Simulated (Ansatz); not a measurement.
# CH4AlFOS: the cost of one run

Computed with Ansatz 0.2.0, Gaussian basis. Level: functionals in def2-TZVPP, the program's frozen cores in correlated methods.

Plan: PBE-D4, r2SCAN-D4, PBE0-D4, B3LYP-D4, ωB97X-V, ωB97M-V, B2PLYP; CCSD(T)/def2-TZVPP; CCSD(T)/def2-QZVPP; extrapolation to the limit.

### 1 Structure used throughout

An earlier PBE0-D4 in a triple-zeta def2 set relaxation fixed the geometry.

SMILES `C[O][Al]([F])[SH]`, 9 atoms, charge 0, spin multiplicity 1.

Atoms are counted from 1 here; the program's logs count them from 0.

Bond lengths: C1–O2 1.399 Å, C1–H6 1.095 Å, C1–H7 1.094 Å, C1–H8 1.094 Å, O2–Al3 1.665 Å, Al3–F4 1.647 Å, Al3–S5 2.160 Å, S5–H9 1.345 Å. Angles: O2–C1–H6 112.4°, O2–C1–H7 109.9°, O2–C1–H8 109.9°, H6–C1–H7 108.3°, H6–C1–H8 108.3°, H7–C1–H8 108.1°, C1–O2–Al3 139.5°, O2–Al3–F4 121.8°, O2–Al3–S5 118.8°, F4–Al3–S5 119.5°, Al3–S5–H9 91.8°.

Coordinates:

```xyz
9
charge 0, multiplicity 1
C    -0.0660   -0.1197   -1.7958
O     0.4495   -0.1660   -0.4966
Al   -0.0461    0.0944    1.0712
F    -1.5869    0.5523    1.4283
S     1.3798   -0.1789    2.6710
H    -1.1217    0.1720   -1.8151
H     0.5002    0.5997   -2.3951
H     0.0274   -1.1025   -2.2679
H     0.4638    0.1488    3.6000
```

### 2 PBE-D4 (GGA)

Input file in.yaml:

```yaml
crystal:
  periodic: [false, false, false]
  atoms:
    - {symbol: C, position_ang: [-0.065970, -0.119749, -1.795810]}
    - {symbol: O, position_ang: [0.449516, -0.165958, -0.496551]}
    - {symbol: Al, position_ang: [-0.046132, 0.094352, 1.071169]}
    - {symbol: F, position_ang: [-1.586907, 0.552285, 1.428332]}
    - {symbol: S, position_ang: [1.379781, -0.178946, 2.671003]}
    - {symbol: H, position_ang: [-1.121665, 0.172013, -1.815067]}
    - {symbol: H, position_ang: [0.500161, 0.599737, -2.395147]}
    - {symbol: H, position_ang: [0.027409, -1.102489, -2.267870]}
    - {symbol: H, position_ang: [0.463806, 0.148774, 3.599951]}
basis:
  gaussian: {orbitals: def2-TZVPP}
hamiltonian: {xc: pbe, dispersion: d4}
output: {forces: true, orbitals: {seedname: orbitals}}
```

Started as:

```console
> ansatz run in.yaml --threads 2 --pin off --events-out ev --progress --plain --max-ram 22528MiB --backend cpu
```

**Question.** How long does this run take on 2 threads of AMD EPYC 7R13, shared host, and how much memory does it need?

About 3.4 s, with a peak of 0.33 GiB.
